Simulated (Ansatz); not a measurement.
# TaTi₃, space group Fm-3m: a convergence test of the plane-wave cutoff

Computed with Ansatz's Python interface.

Script `ecut_tati3.py`:
```python
from dataclasses import dataclass
import logging
import sys
import warnings

import ansatz as az
from tabulate import tabulate

logging.basicConfig(stream=sys.stdout, format="[%(levelname)s] %(message)s")
logger = logging.getLogger("tati3")
logger.setLevel(logging.INFO)


@dataclass(frozen=True)
class RunConfig:
    k_spacing: float = 0.29
    smearing: str = "fermi_dirac"
    xc: str = "r2scan"


cfg = RunConfig()

warnings.simplefilter("ignore", az.DeckWarning)

lattice = az.Lattice.of(
    (0.0, 3.266528, 3.266528),
    (3.266528, 0.0, 3.266528),
    (3.266528, 3.266528, 0.0),
)
sites = [
    ("Ti", (0.25, 0.25, 0.25)),
    ("Ti", (0.75, 0.75, 0.75)),
    ("Ti", (0.5, 0.5, 0.5)),
    ("Ta", (0.0, 0.0, 0.0)),
]
crystal = az.Crystal(lattice=lattice)
for symbol, position in sites:
    crystal = crystal.atom(symbol, position)

setup = crystal.calculation()
setup = setup.kpoints(spacing=cfg.k_spacing).occupations(cfg.smearing)
setup = setup.functional(cfg.xc)
setup = setup.stress()

rows = []
for value in [250, 300, 350, 400, 450]:
    report = setup.basis(value).run(threads=1, pin="off").report
    rows.append((value, report["free_energy_ev"] / len(report["lattice"]["sites"]), report["n_iterations"], sum(report["stress_gpa"][i][i] for i in range(3)) / 3, report["n_pw"]))

print(tabulate(rows, headers=["cutoff (eV)", "F/atom (eV)", "iterations", "P (GPa)", "plane waves"], floatfmt=".4f", tablefmt="simple"))

for row in rows[:-1]:
    shift = 1000 * (row[1] - rows[-1][1])
    logger.info(f"{row[0]}: {shift:+.2f} meV/atom" + ("  (within 1 meV)" if abs(shift) < 1 else ""))
```

```console
$ python ecut_tati3.py
  cutoff (eV)    F/atom (eV)    iterations    P (GPa)    plane waves
-------------  -------------  ------------  ---------  -------------
          250     -4363.5673             9    -1.1303            609
          300     -4364.1892             9    -1.0516            869
          350     -4364.2672             9    -0.7802           1037
          400     -4364.2729             9    -0.7580           1243
          450     -4364.2742             9    -0.7548           1459
[INFO] 250: +706.82 meV/atom
[INFO] 300: +84.92 meV/atom
[INFO] 350: +7.00 meV/atom
[INFO] 400: +1.31 meV/atom
```

Reading the output:
- The mesh is modest for a metal, so energies can be off by several to tens of meV an atom and pressures by half a GPa or more; differences at equal mesh fare better.
- Pressure is positive in compression.
- Spin-orbit coupling, which matters for elements this heavy, is left out.
- This cell is a computed structure, which may not be the phase found in nature.
- Shifts are counted from the last row, which is itself no proven limit.
- The script silences the warnings on its input, which a real study should read.
- Wall time of the script: 16 s on 1 thread of Arm Neoverse V2 (shared host), peak memory 0.56 GiB.
